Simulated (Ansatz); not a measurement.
# MoS2: the cost of one run

Method: DFT r2SCAN+D3(BJ), scalar-relativistic, plane waves, PAW, in Ansatz 0.2.0.

## Step 1: The structure to begin with

The structure is hexagonal, space group P6_3/mmc (No. 194). The conventional cell has a = 3.169 Å, b = 3.169 Å, c = 12.324 Å, α = 90.00°, β = 90.00°, γ = 120.00°. Mo (site symmetry -6m2) has 6 S at 2.41 Å as nearest neighbours. Around S (site symmetry 3m) lie 3 Mo at 2.41 Å.

Coordinates:

```cif
data_structure
_symmetry_space_group_name_H-M 'P 1'
_symmetry_Int_Tables_number 1
_cell_length_a 3.1690
_cell_length_b 3.1690
_cell_length_c 12.3240
_cell_angle_alpha 90.000
_cell_angle_beta 90.000
_cell_angle_gamma 120.000
_cell_volume 107.18
loop_
_atom_site_label
_atom_site_type_symbol
_atom_site_fract_x
_atom_site_fract_y
_atom_site_fract_z
_atom_site_occupancy
Mo1 Mo 0.33333 0.66667 0.25000 1
Mo2 Mo 0.66667 0.33333 0.75000 1
S1 S 0.33333 0.66667 0.62300 1
S2 S 0.66667 0.33333 0.12300 1
S3 S 0.33333 0.66667 0.87700 1
S4 S 0.66667 0.33333 0.37700 1
```

Source of the structure: the Crystallography Open Database.

(A quick probe on a coarse mesh, which set the mesh and smearing, is not shown.)

## Step 3: Full relaxation

input.yaml reads:

```yaml
crystal:
  lattice:
    - [3.169, 0.0, 0.0]
    - [-1.5845, 2.7444345046, 0.0]
    - [0.0, 0.0, 12.324]
  atoms:
    - { symbol: Mo, position: [0.3333333333, 0.6666666667, 0.25] }
    - { symbol: Mo, position: [0.6666666667, 0.3333333333, 0.75] }
    - { symbol: S, position: [0.3333333333, 0.6666666667, 0.623] }
    - { symbol: S, position: [0.6666666667, 0.3333333333, 0.123] }
    - { symbol: S, position: [0.3333333333, 0.6666666667, 0.877] }
    - { symbol: S, position: [0.6666666667, 0.3333333333, 0.377] }
basis:
  ecutwfc: 500
kpoints:
  mp_grid: { grid: [12, 12, 4] }
hamiltonian:
  xc: r2scan
  dispersion: d3bj
scf:
  occupations: { method: gaussian, width: 0.02 }
output:
  forces: true
  stress: true
  eigenvalues: true
  write_density: true
  write_potential: true
  elf: true
  volumetric_format: npy
relax:
  adjacent_minimum: "off"
  f_tol: 0.005
  max_steps: 80
  cell: { stress_tol: 0.05 }
```

The run is started by

```sh
$ ansatz run input.yaml --threads 2 --pin off --max-ram 5120MiB --backend cpu --events-out ev --progress --plain --runs-dir out
```

What time and memory should one allow on 2 threads of Intel Xeon 6975P-C (Granite Rapids), shared host?

About 38 s, with a peak of 0.77 GiB.
